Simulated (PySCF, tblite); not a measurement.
# C5H2FO3S radical: geometry, infrared bands and EPR parameters

What infrared bands and EPR parameters should C5H2FO3S radical (`O=[C]OC1=CS[C@@H](F)C1=O`) show?

Programs: tblite 0.8.0 and PySCF 2.14.0, with density-fitted response routines of our own. Each step states its level of theory. These are calculated values for one molecule in the gas phase, unless marked as measured. Atoms count from 0, in the outputs and in this text.

**1. The molecule as given**

12 atoms, charge 0, multiplicity 2; geometry from: force field or distance geometry start.

Bonds of the start (Å): O0–C1 1.25, C1–O2 1.39, O2–C3 1.43, C3–C4 1.30, C4–S5 1.82, S5–C6 1.84, C6–F7 1.37, C6–C8 1.49, C8–O9 1.28, C8–C3 1.42, C4–H10 1.08, C6–H11 1.09.

**2. Geometry optimisation with GFN2-xTB**

Job settings and geometry (Å):

```
{"job": {"kind": "relax", "xc": "GFN2-xTB", "basis": "xTB"}, "charge": 0, "multiplicity": 2}
O      2.380600    -0.473200    -1.351600
C      2.682400    -0.823600    -0.195300
O      1.766400    -0.585500     0.822300
C      0.534000     0.050900     0.474800
C      0.514400     1.240100    -0.050300
S     -1.233900     1.661000    -0.327900
C     -1.814200    -0.080400    -0.196400
F     -1.684600    -0.689600    -1.421100
C     -0.727800    -0.562200     0.701700
O     -0.957800    -1.449100     1.597300
H      1.363700     1.862800    -0.302000
H     -2.822100    -0.152000     0.222600
```

Run with:

```sh
$ OMP_NUM_THREADS=1 python probes_run.py task.json out
```

The driver reads the jobs from task.json and runs them one after another.

Standard output:

```text
step      E/eV     max force
  0    -863.43788    7.161
  1    -863.81794    8.815
  2    -864.37236    1.921
  3    -864.46430    0.980
  4    -864.56671    0.828
  5    -864.60191    0.971
  6    -864.62275    0.666
  7    -864.64204    0.383
  8    -864.66194    0.359
  9    -864.66938    0.305
 10    -864.68062    0.257
 11    -864.68610    0.293
 12    -864.69230    0.303
 13    -864.69927    0.284
 14    -864.70798    0.255
 15    -864.71581    0.258
 16    -864.72186    0.269
 17    -864.72659    0.259
 18    -864.73120    0.231
 19    -864.73664    0.295
 20    -864.74384    0.470
 21    -864.75336    0.570
 22    -864.76489    0.508
 23    -864.77713    0.321
 24    -864.78763    0.256
 25    -864.79608    0.328
 26    -864.80588    0.383
 27    -864.81719    0.320
 28    -864.82515    0.316
 29    -864.81986    0.904
 30    -864.83533    0.256
 31    -864.83778    0.132
 32    -864.84061    0.124
 33    -864.84249    0.121
 34    -864.84383    0.090
 35    -864.84473    0.069
 36    -864.84535    0.077
 37    -864.84593    0.074
 38    -864.84645    0.057
 39    -864.84681    0.045
 40    -864.84704    0.041
 41    -864.84722    0.039
 42    -864.84742    0.037
 43    -864.84763    0.044
 44    -864.84783    0.039
 45    -864.84803    0.042
 46    -864.84824    0.038
 47    -864.84845    0.039
 48    -864.84863    0.033
 49    -864.84877    0.032
 50    -864.84887    0.034
 51    -864.84894    0.025
 52    -864.84902    0.026
 53    -864.84912    0.031
 54    -864.84928    0.038
 55    -864.84950    0.047
 56    -864.84976    0.043
 57    -864.85006    0.055
 58    -864.85046    0.066
 59    -864.85116    0.086
 60    -864.85234    0.154
 61    -864.85398    0.167
 62    -864.85592    0.181
 63    -864.85683    0.295
 64    -864.83915    1.656
 65    -864.85904    0.142
 66    -864.85987    0.068
 67    -864.86195    0.468
 68    -864.86340    0.089
 69    -864.86468    0.141
 70    -864.86430    0.735
 71    -864.86700    0.089
 72    -864.86785    0.103
 73    -864.86221    1.096
 74    -864.86979    0.094
 75    -864.87096    0.091
 76    -864.86405    1.252
 77    -864.87328    0.096
 78    -864.87463    0.082
 79    -864.86623    1.270
 80    -864.87682    0.068
 81    -864.87798    0.071
 82    -864.87768    0.737
 83    -864.88052    0.092
 84    -864.88138    0.116
 85    -864.88313    0.299
 86    -864.88407    0.147
 87    -864.88448    0.083
 88    -864.88476    0.054
 89    -864.88490    0.073
 90    -864.88506    0.075
 91    -864.88524    0.069
 92    -864.88536    0.073
 93    -864.88553    0.074
 94    -864.88569    0.070
 95    -864.88591    0.068
 96    -864.88618    0.064
 97    -864.88652    0.061
 98    -864.88680    0.041
 99    -864.88698    0.051
100    -864.88712    0.031
101    -864.88727    0.084
102    -864.88749    0.042
103    -864.88784    0.046
104    -864.88823    0.057
105    -864.88851    0.042
106    -864.88865    0.108
107    -864.88885    0.096
108    -864.88896    0.067
109    -864.88910    0.058
110    -864.88923    0.029
111    -864.88941    0.039
112    -864.88958    0.033
113    -864.88961    0.077
114    -864.88967    0.017
115    -864.88974    0.049
116    -864.88982    0.128
117    -864.88994    0.090
118    -864.89007    0.069
119    -864.89019    0.065
120    -864.89020    0.030
121    -864.89026    0.027
122    -864.89031    0.058
123    -864.89038    0.069
124    -864.89048    0.039
125    -864.89052    0.033
126    -864.89056    0.013
127    -864.89058    0.016
128    -864.89059    0.008
```

Wall time 0.87 s (1 thread of Arm Neoverse V1, shared host).

Step by step: (not every step is listed)

| step | energy from step 0 (eV) | largest force (eV/Å) |
| --- | --- | --- |
| 0 | 0.0000 | 7.1613 |
| 1 | -0.3801 | 8.8151 |
| 2 | -0.9345 | 1.9207 |
| 3 | -1.0264 | 0.9797 |
| 4 | -1.1288 | 0.8276 |
| 5 | -1.1640 | 0.9712 |
| 6 | -1.1849 | 0.6658 |
| 7 | -1.2042 | 0.3832 |
| 8 | -1.2241 | 0.3595 |
| 19 | -1.2988 | 0.2949 |
| 30 | -1.3975 | 0.2563 |
| 41 | -1.4093 | 0.0394 |
| 52 | -1.4111 | 0.0257 |
| 63 | -1.4189 | 0.2952 |
| 74 | -1.4319 | 0.0936 |
| 85 | -1.4453 | 0.2994 |
| 96 | -1.4483 | 0.0635 |
| 107 | -1.4510 | 0.0961 |
| 118 | -1.4522 | 0.0693 |
| 123 | -1.4525 | 0.0693 |
| 124 | -1.4526 | 0.0389 |
| 125 | -1.4526 | 0.0331 |
| 126 | -1.4527 | 0.0127 |
| 127 | -1.4527 | 0.0162 |
| 128 | -1.4527 | 0.0079 |

Close pairs (by a distance rule), those that changed most:

| bond | before (Å) | after (Å) | change (Å) |
| --- | --- | --- | --- |
| C1–O2 | 1.390 | 1.281 | -0.109 |
| C4–S5 | 1.820 | 1.721 | -0.099 |
| C8–O9 | 1.281 | 1.199 | -0.082 |
| C6–C8 | 1.490 | 1.554 | +0.064 |
| O0–C1 | 1.245 | 1.194 | -0.052 |
| C3–C4 | 1.300 | 1.349 | +0.049 |
| C3–C8 | 1.421 | 1.456 | +0.035 |
| O2–C3 | 1.430 | 1.409 | -0.021 |

The end geometry stands in the next job.

**3. Vibrational analysis with GFN2-xTB**

Job settings and geometry (Å):

```
{"job": {"kind": "ir", "xc": "GFN2-xTB", "basis": "xTB"}, "charge": 0, "multiplicity": 2}
O      3.291154     0.493938    -0.198881
C      2.840067    -0.524436     0.230212
O      1.667070    -1.017885     0.377882
C      0.503021    -0.285333     0.071936
C      0.448569     0.898409    -0.572822
S     -1.125000     1.569467    -0.760240
C     -1.904277     0.123890     0.049036
F     -2.733321    -0.510451    -0.816609
C     -0.771463    -0.832114     0.516015
O     -0.992341    -1.838353     1.130394
H      1.287489     1.457116    -0.949747
H     -2.509769     0.465067     0.896796
```

Standard output:

```text
mode    cm-1     km/mol
  1      27.7      6.10
  2      50.5      1.15
  3     126.9      1.69
  4     173.7      7.90
  5     219.3      2.23
  6     235.4      0.94
  7     295.0      4.26
  8     367.9     11.10
  9     412.2      5.89
 10     441.8     38.43
 11     478.3     10.04
 12     527.6     15.57
 13     659.9      5.09
 14     703.0     54.10
 15     751.6      2.05
 16     788.3     12.78
 17     821.5     16.74
 18     873.5     62.72
 19     908.6     35.71
 20    1029.0     45.73
 21    1067.6     77.41
 22    1102.3     39.19
 23    1123.6     42.64
 24    1221.9      4.14
 25    1230.0     36.06
 26    1523.8    119.72
 27    1762.1    573.12
 28    1866.1    739.92
 29    2928.9      4.78
 30    3122.6      9.54
```

It took 0.41 s on 1 thread of Arm Neoverse V1, shared host.

Which atoms move in the most intense modes:

| cm⁻¹ | km/mol | atoms |
| --- | --- | --- |
| 703 | 54.1 | C8 40 %, C3 13 %, C1 11 % |
| 874 | 62.7 | C4 40 %, H10 18 %, S5 14 %, O2 12 % |
| 1029 | 45.7 | H10 23 %, O2 19 %, C3 17 %, C8 15 % |
| 1068 | 77.4 | C6 41 %, H11 22 %, F7 21 % |
| 1124 | 42.6 | H11 26 %, O2 18 %, C6 14 %, H10 12 % |
| 1524 | 119.7 | C3 56 %, C4 39 % |
| 1762 | 573.1 | C8 60 %, O9 37 % |
| 1866 | 739.9 | C1 63 %, O0 35 % |

**4. EPR parameters: B3LYP/pcH-1**

Settings changed since step 3:

```diff
@@ -1,2 +1,2 @@
-{"job": {"kind": "ir", "xc": "GFN2-xTB", "basis": "xTB"}, "charge": 0, "multiplicity": 2}
+{"job": {"kind": "epr", "basis": "pcH-1"}, "charge": 0, "multiplicity": 2}
 O      3.291154     0.493938    -0.198881
```

Level: UKS B3LYP, pcH-1 on C F H O S, non-relativistic, mean-field spin-orbit, GIAO.

Standard output:

```text
UKS, coarse grid
  cycle   1  E = -915.05722144  |g| = 9.10e-01
  cycle   2  E = -913.45153378  |g| = 2.19e+00
  cycle   3  E = -915.32908817  |g| = 2.57e-01
  cycle   4  E = -915.34668532  |g| = 1.62e-01
  cycle   5  E = -915.35554995  |g| = 3.01e-02
  cycle   6  E = -915.35572919  |g| = 2.37e-02
  cycle   7  E = -915.35594614  |g| = 4.98e-03
  cycle   8  E = -915.35595572  |g| = 1.67e-03
  cycle   9  E = -915.35595612  |g| = 7.43e-04
UKS, final grid
  cycle   1  E = -915.35595678  |g| = 1.19e-03
  cycle   2  E = -915.35595541  |g| = 2.07e-03
  cycle   3  E = -915.35595748  |g| = 1.92e-04
  cycle   4  E = -915.35595751  |g| = 6.79e-05
  cycle   5  E = -915.35595751  |g| = 5.70e-05
  cycle   6  E = -915.35595752  |g| = 3.85e-05
  cycle   7  E = -915.35595752  |g| = 1.08e-05
E = -915.35595752 Eh   <S^2> = 0.7531 (exact 0.7500)
g shifts (ppm)      1          2          3
  rmc          -245       -245       -245
  gc             50         21       -186
  oz_so       -3917       -388       1844
  total       -4112       -612       1413
hyperfine (MHz)  atom isotope    a_iso     a_fc   dipolar eigenvalues
    0   17O     -59.70     -59.83    -95.78     43.59     52.19
    1   13C     633.49     633.77    -53.37    -44.26     97.62
    2   17O    -287.06    -287.11    -15.62      6.31      9.31
    3   13C      57.89      57.93     -7.46     -5.32     12.78
    4   13C      12.98      12.99     -2.47      0.90      1.57
    5   33S       2.10       2.09     -1.93     -0.83      2.76
    6   13C       4.78       4.79     -0.61     -0.42      1.02
    7   19F       0.34       0.37     -2.18     -1.74      3.92
    8   13C       6.06       6.06     -1.05     -0.74      1.79
    9   17O      -0.03      -0.02     -0.47      0.14      0.32
   10    1H       6.03       6.03     -4.25     -1.42      5.66
   11    1H      -0.31      -0.31     -0.61     -0.45      1.06
```

Wall time 2 min (1 thread of Arm Neoverse V1, shared host); peak memory 0.97 GiB.

Principal g values 1.99821, 2.00171, 2.00373; g(iso) = 2.00122, against 2.00232 for a free electron.

Hyperfine couplings, nucleus by nucleus at this fixed geometry (no averaging over rotations):

| nuclei | isotope | a(iso) (MHz) | a(iso) (G, at g = 2.0023) | largest dipolar term (MHz) |
| --- | --- | --- | --- | --- |
| C1 | 13C | 633.5 | 226.0 | 97.6 |
| O2 | 17O | -287.1 | -102.4 | -15.6 |
| O0 | 17O | -59.7 | -21.3 | -95.8 |
| C3 | 13C | 57.9 | 20.7 | 12.8 |
| C4 | 13C | 13.0 | 4.6 | -2.5 |
| C8 | 13C | 6.1 | 2.2 | 1.8 |
| H10 | 1H | 6.0 | 2.2 | 5.7 |
| C6 | 13C | 4.8 | 1.7 | 1.0 |
| S5 | 33S | 2.1 | 0.7 | 2.8 |
| F7 | 19F | 0.3 | 0.1 | 3.9 |
| H11 | 1H | -0.3 | -0.1 | 1.1 |
| O9 | 17O | 0.0 | 0.0 | -0.5 |

Mulliken spin populations:

| atom | value (e) |
| --- | --- |
| O0 | 0.20 |
| C1 | 0.72 |
| O2 | 0.00 |
| C3 | 0.07 |
| C4 | -0.01 |
| S5 | 0.01 |
| C6 | 0.00 |
| F7 | 0.00 |
| C8 | 0.00 |
| O9 | 0.00 |
| H10 | 0.00 |
| H11 | 0.00 |

In first order the couplings over 0.8 MHz of 1H give 2 distinct lines over 2.2 G.

Orbitals, density, ELF and potential are computed afterwards from the orbital file.

ELF in a plane through or near 10 of the atoms.

Ten even steps from '0' (0.00) to '9' (1.00):
```
0000000000000000000000000000
0000000000000000000000000000
0000000000000012331000000000
0000000000000036775100000000
0000000002410058997300000000
0000000009993251257300000000
0000012008997673926200000000
0001478712982384486200000000
0004787840353442785420000000
0015886750069720525430000000
0002567643352175894420000000
0000144627783792273100000000
0000489567573462341000000000
0003899727981037587300000000
0001797204760178588610000000
0000022000200278887300000000
0000000000000145542100000000
0000000000000001100000000000
0000000000000000000000000000
0000000000000000000000000000
```
The map spans 11.8 Å across and 9.4 Å up, centred on the molecule. Atoms in the plane (x, y in Å): O0 (-3.3, 0.3), C1 (-2.8, -0.8), O2 (-1.6, -1.2), C3 (-0.5, -0.3), C4 (-0.5, 1.0), S5 (1.0, 1.8), C6 (1.9, 0.2), C8 (0.8, -0.9), O9 (1.1, -2.1), H10 (-1.4, 1.6).

On the surface of density 0.002 e/bohr³ the electrostatic potential runs, from the 1st to the 99th percentile, from -1.26 V near O9 to 1.83 V near H10.

The spin density lies nearest to C1 61 %; O0 23 %; O2 7 %.

**5. Results**

| quantity | value |
| --- | --- |
| strongest single infrared mode (GFN2-xTB) | 1866 cm⁻¹, 740 km/mol |
| zero-point energy (GFN2-xTB) | 38.4 kcal/mol |
| g(iso) (B3LYP) | 2.00122 |
| ⟨S²⟩ | 0.753 (exact 0.75) |
| largest a(iso) | 13C on C1, 633.5 MHz |
| surface potential, 1st and 99th percentile | -1.26 V and 1.83 V |

**Reading.** Relaxing lowered the energy by 1.453 eV in 128 steps; the close pair that moved most is C1–O2, from 1.390 to 1.281 Å. All 30 modes are real, so the xTB geometry is a minimum. The strongest single mode, at 1866 cm⁻¹, moves mainly C1 and O0. Unscaled tight-binding wavenumbers are off by several per cent, some by more. Its intensities can rank the bands wrongly. Most of the unpaired spin sits on C1 (0.72 e). The isotropic g lies 1.1 ppt below the free-electron value.
